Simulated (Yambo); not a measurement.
# AlCl2 (I4/mmm) in Yambo: further runs

Runs on AlCl2. Level: PBE. Tasks: optical spectrum.

Program: Yambo 5.3.0. These are calculated values, not measurements. Logs are shortened: lines on timing, memory, paths and dates and some standing lists are left out, and cuts for length are marked.

### Step 1. Starting point

The structure is tetragonal, space group I4/mmm (No. 139). The conventional cell has a = 4.553 Å, b = 4.553 Å, c = 7.131 Å, α = 90.00°, β = 90.00°, γ = 90.00°. Around Al (site symmetry 4/mmm) lie 2 Cl at 1.71 Å. Cl (site symmetry 4mm) has 1 Al at 1.71 Å as nearest neighbours.

The cell was built by a generator and needn't be a form met in nature.

### Step 2. Optical spectrum, PBE

optics5.in reads:

```
optics
chi
tddft
Chimod= "LRC"
% BndsRnXd
 1 | 29 |
%
NGsBlkXd= 3 Ry
% LongDrXd
 1 | 1 | 1 |
%
% QpntsRXd
 1 | 1 |
%
% EnRngeXd
 0 | 20 | eV
%
% DmRngeXd
 0.3 | 0.3 | eV
%
ETStpsXd= 150
LRC_alpha= -0.5
```

scf.in reads:

```
&CONTROL
  calculation = 'scf'
  prefix = 'pwscf'
  outdir = './tmp'
  pseudo_dir = './pseudo'
/
&SYSTEM
  ibrav = 0
  nat = 3
  ntyp = 2
  ecutwfc = 58
  nbnd = 15
  occupations = 'smearing'
  smearing = 'fd'
  degauss = 0.00367493
  force_symmorphic = .true.
/
&ELECTRONS
  conv_thr = 6d-10
  electron_maxstep = 120
  mixing_beta = 0.5
/
ATOMIC_SPECIES
Al    26.9815 Al.upf
Cl    35.4500 Cl.upf
CELL_PARAMETERS angstrom
  -2.2765565700    2.2765565700    3.5654746100
   2.2765565700   -2.2765565700    3.5654746100
   2.2765565700    2.2765565700   -3.5654746100
ATOMIC_POSITIONS crystal
Al     0.5000000000    0.5000000000    0.0000000000
Cl     0.7395361100    0.7395361100    0.0000000000
Cl     0.2604638900    0.2604638900    0.0000000000
K_POINTS automatic
8 8 8 0 0 0
```

nscf.in reads:

```
&CONTROL
  calculation = 'nscf'
  prefix = 'pwscf'
  outdir = './tmp'
  pseudo_dir = './pseudo'
/
&SYSTEM
  ibrav = 0
  nat = 3
  ntyp = 2
  ecutwfc = 58
  nbnd = 29
  occupations = 'smearing'
  smearing = 'fd'
  degauss = 0.00367493
  force_symmorphic = .true.
/
&ELECTRONS
  conv_thr = 1d-08
  diago_full_acc = .true.
  diago_thr_init = 1d-06
/
ATOMIC_SPECIES
Al    26.9815 Al.upf
Cl    35.4500 Cl.upf
CELL_PARAMETERS angstrom
  -2.2765565700    2.2765565700    3.5654746100
   2.2765565700   -2.2765565700    3.5654746100
   2.2765565700    2.2765565700   -3.5654746100
ATOMIC_POSITIONS crystal
Al     0.5000000000    0.5000000000    0.0000000000
Cl     0.7395361100    0.7395361100    0.0000000000
Cl     0.2604638900    0.2604638900    0.0000000000
K_POINTS automatic
8 8 8 0 0 0
```

Potentials or basis: PseudoDojo 0.4.1 SR PBE standard.

Run with:

```
$ OMP_NUM_THREADS=1 pw.x -in scf.in > scf.out
$ OMP_NUM_THREADS=1 pw.x -in nscf.in > nscf.out
$ cd tmp/pwscf.save; p2y; mv SAVE ../..; cd ../..
$ OMP_NUM_THREADS=1 yambo
$ OMP_NUM_THREADS=1 yambo -F optics5.in -J optics5 -C optics5_out
```

Yambo's report:

```text
[... sections 02.01 to 02.04 as in the set-up run ...]

[... 5 lines left out ...]
  [X] Bosonic    Temperature                        :  0.258606E-1   300.100    [eV K]
  [X] Finite Temperature mode                       : yes
  [X] El. density                                   :  0.22999E+24 [cm-3]
  [X] Fermi Level                                   :  6.011480 [eV]

  [X] === Gaps and Widths ===
  [X] Conduction Band Min                           :  6.011480 [eV]
  [X] Valence Band Max                              :  6.011480 [eV]
  [X] Filled Bands                                  :   8
  [X] Metallic Bands                                :   9  10
  [X] Empty Bands                                   :  11  29

  [X] === Metallic Characters ===
  [X] N of el / N of met el                         :  17.00000   1.04119
  [X] Average metallic occ.                         :  0.130149

  [WARNING] [X] Metallic system

 [03] Transferred momenta grid and indexing
 ==========================================

 IBZ Q-points                                      :   59
 BZ  Q-points                                      :   512

 K/Q-points units:
 rlu = crystal or reduced units; cc = cartesian coordinates; iku = interal k-units

 Q [ 1]         [rlu]:  0.000000  0.000000  0.000000
 Q [ 2]         [rlu]:  0.65853E-18  0.65853E-18  0.12500
 Q [ 3]         [rlu]:  0.13171E-17  0.13171E-17  0.25000
 Q [ 4]         [rlu]:  0.19756E-17  0.19756E-17  0.37500
 Q [ 5]         [rlu]: -0.26341E-17 -0.26341E-17 -0.50000
 Q [ 6]         [rlu]:  0.76302E-17  0.12500     -0.76302E-17
 Q [ 7]         [rlu]:  0.34382E-16  0.12500      0.12500
 Q [ 8]         [rlu]: -0.20125E-16  0.12500      0.25000
 Q [ 9]         [rlu]: -0.62476E-17  0.12500      0.37500
 Q [10]         [rlu]:  0.72780E-16  0.25000     -0.72780E-16
 Q [11]         [rlu]:  0.72780E-16  0.25000      0.12500
 Q [12]         [rlu]:  0.17268E-16  0.25000      0.25000
 Q [13]         [rlu]:  0.49534E-16 -0.75000      0.37500
 Q [14]         [rlu]:  0.74788E-16  0.25000     -0.12500
 Q [15]         [rlu]:  0.70046E-17  0.37500     -0.70046E-17
[... 33 lines left out ...]
 Q [49]         [rlu]:  0.250000  0.500000 -0.375000
 Q [50]         [rlu]:  0.250000 -0.375000  0.375000

 Remaining 9 points informations can be written running with -fatlog

 [04] Dipoles
 ============

  [04.01] Setup: observables and procedures
  =========================================

  [WARNING] [x,Vnl] slows the Dipoles computation. To neglect it rename the ns.kb_pp file
  [WF-Oscillators/G space/Transverse up loader] Normalization (few states)  min/max  :  0.28189E-17   1.0000

  [WR./optics5//ndb.dipoles]------------------------------------------------------
   Brillouin Zone Q/K grids (IBZ/BZ)                :    59   512    59   512
   RL vectors                                       :   5591 [WF]
   Fragmentation                                    : yes
   Electronic Temperature                           :  300.1000 [K]
   Bosonic    Temperature                           :  300.1000 [K]
   DIP band range                                   :   1  29
   DIP band range limits                            :  10   9
   DIP e/h energy range                             : -1.000000 -1.000000 [eV]
   RL vectors in the sum                            :   5591
   [r,Vnl] included                                 : yes
   Bands ordered                                    : yes
   Direct v evaluation                              : no
   Approach used                                    : G-space v
   Dipoles computed                                 : R V P [G-space]
   Wavefunctions                                    : Perdew, Burke & Ernzerhof(X)+Perdew, Burke & Ernzerhof(C)

  [WARNING] [r,Vnl^pseudo] included in position and velocity dipoles.

  [WARNING] In case H contains other non local terms, these are neglected

 [05] Optics
 ===========

 [X-CG] R(p) Tot o/o(of R):    9416   95732     100

 [WARNING] The system is a metal but Drude term not included.
```

Run time: 1.8 min. Hardware: 1 thread of Intel Xeon Platinum 8488C (Sapphire Rapids), shared host; peak memory 0.67 GiB.

What came out:

```
Band gap on the k mesh, mean-field level : none (metal or under the smearing width)
```

Dielectric function (along the field direction of the input):
```
energy (eV)  real part  imaginary part
       0.27      12.43           15.55
       0.67      -0.47            6.48
       1.21       0.70            1.86
       1.74       1.72            1.06
       2.28       1.92            1.11
       2.68       1.64            0.97
       3.22       1.76            0.45
       3.76       2.12            0.26
       4.30       2.42            0.36
       4.70       2.47            0.51
       5.23       2.51            0.53
       5.77       2.73            0.73
       6.31       2.62            0.92
       6.85       2.66            1.16
       7.25       2.43            1.28
       7.79       2.48            1.19
       8.32       2.54            1.36
       8.86       2.59            1.67
       9.26       2.39            2.17
       9.80       1.72            2.07
      10.34       1.63            2.02
      10.87       1.20            1.86
      11.28       1.34            1.70
      11.81       1.19            1.90
      12.35       0.82            1.83
      12.89       0.75            1.45
      13.42       0.75            1.37
      13.83       0.77            1.27
      14.36       0.75            1.28
      14.90       0.66            1.16
      15.44       0.72            1.00
      15.84       0.80            0.99
      16.38       0.82            1.10
      16.91       0.67            1.11
      17.45       0.60            1.03
      17.85       0.57            0.97
      18.39       0.57            0.93
      18.93       0.47            0.86
      19.46       0.48            0.74
      20.00       0.51            0.72
```

Caveat: the intraband (Drude) term of the metal is left out; the ground state has no gap, which makes the many-body step unreliable; the long-range kernel's strength is typed, not fitted to the crystal's screening; spectra need much finer meshes, so this one isn't converged; independent-particle spectra lack excitons; an odd number of electrons without spin polarisation forces a metal; a magnetic or distorted state may lie lower.

### Step 3. Optical spectrum, PBE

optics6.in reads:

```
optics
chi
Chimod= "IP"
% BndsRnXd
 1 | 29 |
%
% LongDrXd
 1 | 1 | 1 |
%
% QpntsRXd
 1 | 1 |
%
% EnRngeXd
 0 | 30 | eV
%
% DmRngeXd
 0.1 | 0.1 | eV
%
ETStpsXd= 200
Gauge= "velocity"
```

scf.in is that of step 2.

nscf.in is that of step 2.

Potentials or basis: PseudoDojo 0.4.1 SR PBE standard.

Run with:

```
$ OMP_NUM_THREADS=1 pw.x -in scf.in > scf.out
$ OMP_NUM_THREADS=1 pw.x -in nscf.in > nscf.out
$ cd tmp/pwscf.save; p2y; mv SAVE ../..; cd ../..
$ OMP_NUM_THREADS=1 yambo
$ OMP_NUM_THREADS=1 yambo -F optics6.in -J optics6 -C optics6_out
```

Yambo's report:

```text
[... sections 02.01 to 02.04 as in the set-up run ...]

[... 5 lines left out ...]
  [X] Bosonic    Temperature                        :  0.258606E-1   300.100    [eV K]
  [X] Finite Temperature mode                       : yes
  [X] El. density                                   :  0.22999E+24 [cm-3]
  [X] Fermi Level                                   :  6.011480 [eV]

  [X] === Gaps and Widths ===
  [X] Conduction Band Min                           :  6.011480 [eV]
  [X] Valence Band Max                              :  6.011480 [eV]
  [X] Filled Bands                                  :   8
  [X] Metallic Bands                                :   9  10
  [X] Empty Bands                                   :  11  29

  [X] === Metallic Characters ===
  [X] N of el / N of met el                         :  17.00000   1.04119
  [X] Average metallic occ.                         :  0.130149

  [WARNING] [X] Metallic system

 [03] Transferred momenta grid and indexing
 ==========================================

 IBZ Q-points                                      :   59
 BZ  Q-points                                      :   512

 K/Q-points units:
 rlu = crystal or reduced units; cc = cartesian coordinates; iku = interal k-units

 Q [ 1]         [rlu]:  0.000000  0.000000  0.000000
 Q [ 2]         [rlu]:  0.65853E-18  0.65853E-18  0.12500
 Q [ 3]         [rlu]:  0.13171E-17  0.13171E-17  0.25000
 Q [ 4]         [rlu]:  0.19756E-17  0.19756E-17  0.37500
 Q [ 5]         [rlu]: -0.26341E-17 -0.26341E-17 -0.50000
 Q [ 6]         [rlu]:  0.76302E-17  0.12500     -0.76302E-17
 Q [ 7]         [rlu]:  0.34382E-16  0.12500      0.12500
 Q [ 8]         [rlu]: -0.20125E-16  0.12500      0.25000
 Q [ 9]         [rlu]: -0.62476E-17  0.12500      0.37500
 Q [10]         [rlu]:  0.72780E-16  0.25000     -0.72780E-16
 Q [11]         [rlu]:  0.72780E-16  0.25000      0.12500
 Q [12]         [rlu]:  0.17268E-16  0.25000      0.25000
 Q [13]         [rlu]:  0.49534E-16 -0.75000      0.37500
 Q [14]         [rlu]:  0.74788E-16  0.25000     -0.12500
 Q [15]         [rlu]:  0.70046E-17  0.37500     -0.70046E-17
[... 33 lines left out ...]
 Q [49]         [rlu]:  0.250000  0.500000 -0.375000
 Q [50]         [rlu]:  0.250000 -0.375000  0.375000

 Remaining 9 points informations can be written running with -fatlog

 [04] Dipoles
 ============

  [04.01] Setup: observables and procedures
  =========================================

  [WARNING] [x,Vnl] slows the Dipoles computation. To neglect it rename the ns.kb_pp file
  [WF-Oscillators/G space/Transverse up loader] Normalization (few states)  min/max  :  0.28189E-17   1.0000

  [WR./optics6//ndb.dipoles]------------------------------------------------------
   Brillouin Zone Q/K grids (IBZ/BZ)                :    59   512    59   512
   RL vectors                                       :   5591 [WF]
   Fragmentation                                    : yes
   Electronic Temperature                           :  300.1000 [K]
   Bosonic    Temperature                           :  300.1000 [K]
   DIP band range                                   :   1  29
   DIP band range limits                            :  10   9
   DIP e/h energy range                             : -1.000000 -1.000000 [eV]
   RL vectors in the sum                            :   5591
   [r,Vnl] included                                 : yes
   Bands ordered                                    : yes
   Direct v evaluation                              : no
   Approach used                                    : G-space v
   Dipoles computed                                 : R V P [G-space]
   Wavefunctions                                    : Perdew, Burke & Ernzerhof(X)+Perdew, Burke & Ernzerhof(C)

  [WARNING] [r,Vnl^pseudo] included in position and velocity dipoles.

  [WARNING] In case H contains other non local terms, these are neglected

 [05] Optics
 ===========

 [X-CG] R(p) Tot o/o(of R):    9416   95732     100

 [WARNING] The system is a metal but Drude term not included.
```

Wall time 99 s (1 thread of Intel Xeon Platinum 8488C (Sapphire Rapids), shared host); peak memory 0.26 GiB.

Results:

- Band gap on the k mesh, mean-field level: none (metal or under the smearing width)

Dielectric function (along the field direction of the input):
```
energy (eV)  real part  imaginary part
       0.30      22.65           10.77
       0.90      -0.89            2.72
       1.51       1.92            0.78
       2.26       2.37            1.12
       2.86       2.13            0.27
       3.62       2.70            0.09
       4.22       3.14            0.18
       4.97       3.20            0.51
       5.58       3.72            0.55
       6.33       3.60            1.02
       6.93       3.78            1.86
       7.69       3.73            1.92
       8.29       3.80            3.39
       9.05       2.51            3.09
       9.65       1.68            2.57
      10.40       2.75            2.96
      11.01       1.57            2.84
      11.76       0.93            3.70
      12.36      -0.14            3.13
      13.12       0.38            2.88
      13.72       0.08            2.43
      14.47      -0.58            2.47
      15.08      -0.95            1.49
      15.83      -0.10            1.47
      16.43      -0.82            1.14
      17.19      -0.34            0.81
      17.79      -0.28            0.62
      18.54      -0.18            0.50
      19.15      -0.01            0.43
      19.90       0.05            0.34
```

Energy-loss function:
```json
{"energy (eV)": "0.0", "loss": "0.000"}
{"energy (eV)": "1.4", "loss": "0.336"}
{"energy (eV)": "2.6", "loss": "0.213"}
{"energy (eV)": "3.9", "loss": "0.012"}
{"energy (eV)": "5.3", "loss": "0.037"}
{"energy (eV)": "6.5", "loss": "0.068"}
{"energy (eV)": "7.8", "loss": "0.109"}
{"energy (eV)": "9.2", "loss": "0.200"}
{"energy (eV)": "10.4", "loss": "0.182"}
{"energy (eV)": "11.8", "loss": "0.254"}
{"energy (eV)": "13.1", "loss": "0.341"}
{"energy (eV)": "14.3", "loss": "0.363"}
{"energy (eV)": "15.7", "loss": "0.768"}
{"energy (eV)": "16.9", "loss": "0.927"}
{"energy (eV)": "18.2", "loss": "1.597"}
{"energy (eV)": "19.6", "loss": "2.139"}
{"energy (eV)": "20.8", "loss": "2.039"}
{"energy (eV)": "22.2", "loss": "2.379"}
{"energy (eV)": "23.5", "loss": "1.361"}
{"energy (eV)": "24.7", "loss": "0.625"}
{"energy (eV)": "26.1", "loss": "0.103"}
{"energy (eV)": "27.4", "loss": "0.030"}
{"energy (eV)": "28.6", "loss": "0.015"}
{"energy (eV)": "30.0", "loss": "0.011"}
```

Caveat: the intraband (Drude) term of the metal is left out; the ground state has no gap, which makes the many-body step unreliable; spectra need much finer meshes, so this one isn't converged; independent-particle spectra lack excitons; an odd number of electrons without spin polarisation forces a metal; a magnetic or distorted state may lie lower.
